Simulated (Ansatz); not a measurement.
Crystal: CsLiCr2Te2S3.

```
Cs Li Cr Te S
1.0
     3.42162   -5.18069    0.00784
     3.42162    5.18069    0.00784
    -2.90411    0.00000    7.43093
Cs Li Cr Te S
1 1 2 2 3
Direct
  0.09374 0.09374 0.00853
  0.58875 0.58875 0.55336
  0.05646 0.46755 0.55790
  0.46755 0.05646 0.55790
  0.56486 0.87357 0.29035
  0.87357 0.56486 0.29035
  0.81151 0.39697 0.73347
  0.39697 0.81151 0.73347
  0.21404 0.21404 0.48371
```

The cell was built by a generator and needn't be a form met in nature.

Base run:

```yaml
Program: Ansatz 0.2.0
Functional: RPBE
Potentials_or_basis: all-electron LAPW, scalar-relativistic
Cutoff: 292 eV (chosen from the basis error)
Basis_error_allowed: 0.002 eV/atom
k_mesh: 4 × 4 × 3
Occupations: fermi-dirac, width 0.05 eV
Spin: collinear spin, ferromagnetic start
Starting_moments: "[0.0, 0.0, 3.0, 3.0, 0.0, 0.0, 0.0, 0.0, 0.0] μB"
```

Its results: pressure 1.7 GPa; net moment 4.02 μB per cell; site moments Cs -0.00; Li +0.00; Cr +2.28; Te -0.20; S -0.07, -0.06 μB; largest force 0.177 eV/Å.

Problem. The run is repeated on the same cell with these changes: functional from RPBE to PBE. What comes out?

Solution. Pressure 0.0 GPa; net moment 4.01 μB per cell; site moments Cs -0.00; Li +0.00; Cr +2.23; Te -0.18; S -0.06, -0.05 μB; largest force 0.036 eV/Å.

PBE binds more tightly than RPBE, so the same cell stands under less pressure.

Caveats: the k mesh is thin for a metal, which can move the energy by tens of meV per atom; only a ferromagnetic start was run, and an antiferromagnetic order may lie lower in energy.
